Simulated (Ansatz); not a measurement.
Run this with Ansatz 0.2.0 through its Python package and show what comes out.

Script `restart_cabr.py`:
```python
"""Start a denser mesh for CaBr from a saved density."""

import warnings

import ansatz as az
import numpy as np

warnings.simplefilter("ignore", az.DeckWarning)

vectors = np.array([
    [3.917022, 0.0, 0.0],
    [-1.958511, 3.392241, 0.0],
    [0.0, 0.0, 4.341034],
])
cabr = (
    az.Lattice.of(vectors)
    .atom("Ca", [0.0, 0.0, 0.0])
    .atom("Br", [1 / 3, 2 / 3, 0.5])
)

setup = cabr.calculation().occupations("Fermi-Dirac").functional("LDA")
coarse = setup.kpoints(*(3, 3, 3)).checkpoint(write="cabr.run").run(threads=1).report
warm = setup.kpoints(*(7, 7, 5)).checkpoint(read="cabr.run").run(threads=1).report
cold = setup.kpoints(*(7, 7, 5)).run(threads=1).report
for label, r in (("coarse", coarse), ("fine, from the saved density", warm), ("fine, fresh start", cold)):
    print(f"{label:30s} F = {r['free_energy_ev']:.5f} eV  iterations {r['n_iterations']}")
```

```console
$ python restart_cabr.py
coarse                         F = -4469.13139 eV  iterations 6
fine, from the saved density   F = -4469.14593 eV  iterations 5
fine, fresh start              F = -4469.14593 eV  iterations 7
```

Caveats:
- Total energies depend on the potentials; only differences at equal settings carry meaning. A total without «per atom» is that of the cell as typed.
- The cell holds an odd number of electrons and is run without spin, so a magnetic state may lie lower.
- For a metal this k-point mesh is coarse: on a finer one energies can move by several to tens of meV an atom and pressures by half a GPa or more, differences at one mesh by less.
- The structure comes from a database of computed cells and needn't be a stable or known phase.
- The whole script took 4.2 s on 1 thread of Arm Neoverse V1, with other jobs on the host, peak memory 0.36 GiB.

(Lines on the test bed's own set-up are left out of the output.)
